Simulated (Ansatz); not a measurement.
## LaS, space group P4/nmm: the levels without and with spin-orbit coupling, step by step

Program: the Ansatz DFT code, driven from Python.

At the Python prompt:
```pycon
>>> import warnings
>>> import ansatz as az
>>> import numpy as np
>>> KMESH = (6, 6, 3)
>>> warnings.simplefilter("ignore", az.DeckWarning)
>>> vectors = np.array([
...     [4.0755, 0.0, 0.0],
...     [0.0, 4.0755, 0.0],
...     [0.0, 0.0, 10.60026],
... ])
>>> cell = (
...     az.Lattice.of(vectors)
...     .atom("La", (0.0, 0.5, 0.62159))
...     .atom("La", (0.5, 0.0, 0.37841))
...     .atom("S", (0.5, 0.0, 0.65456))
...     .atom("S", (0.0, 0.5, 0.34544))
... )
>>> setup = (
...     cell.calculation()
...     .functional(az.Functional.LDA)
...     .kpoints(*KMESH)
...     .occupations(az.OccupationsMethod.FERMI_DIRAC)
...     .band_table()
... )
>>> for label, variant in (("scalar-relativistic", setup), ("spin-orbit", setup.spin(soc=True))):
...     summary = variant.run(threads=1).report
...     zero = summary["band_edges_ev"][0] if summary.get("band_edges_ev") else summary["fermi_energy_ev"]
...     near = [round(e - zero, 3) for e in summary["eigenvalues_ev"][0] if abs(e - zero) < 2]
...     print(label)
...     print("  band edges (eV):", [round(e, 3) for e in summary.get("band_edges_ev") or []] or "none reported")
...     print("  levels at k =", summary["kpoints_frac"][0], "within 2 eV of the zero:", near)
...
scalar-relativistic
  band edges (eV): none reported
  levels at k = [0.0, 0.0, 0.0] within 2 eV of the zero: [-1.657, -0.375, 0.193, 0.948, 0.948]
spin-orbit
  band edges (eV): none reported
  levels at k = [0.0, 0.0, 0.0] within 2 eV of the zero: [-1.66, -1.66, -0.378, -0.378, 0.192, 0.192, 0.91, 0.91, 0.977, 0.977]
```

The computed bands are complete only to about 0.9 eV above the Fermi level. This cell is a computed structure, which may not be the phase found in nature. Levels are Kohn-Sham eigenvalues on this mesh. With spin-orbit coupling each level holds one electron and, with inversion or at time-reversal points, comes in pairs; a window in energy can cut a split set. Finished in 42 s on 1 thread of Arm Neoverse V2, on a shared host, peak memory 0.8 GiB.
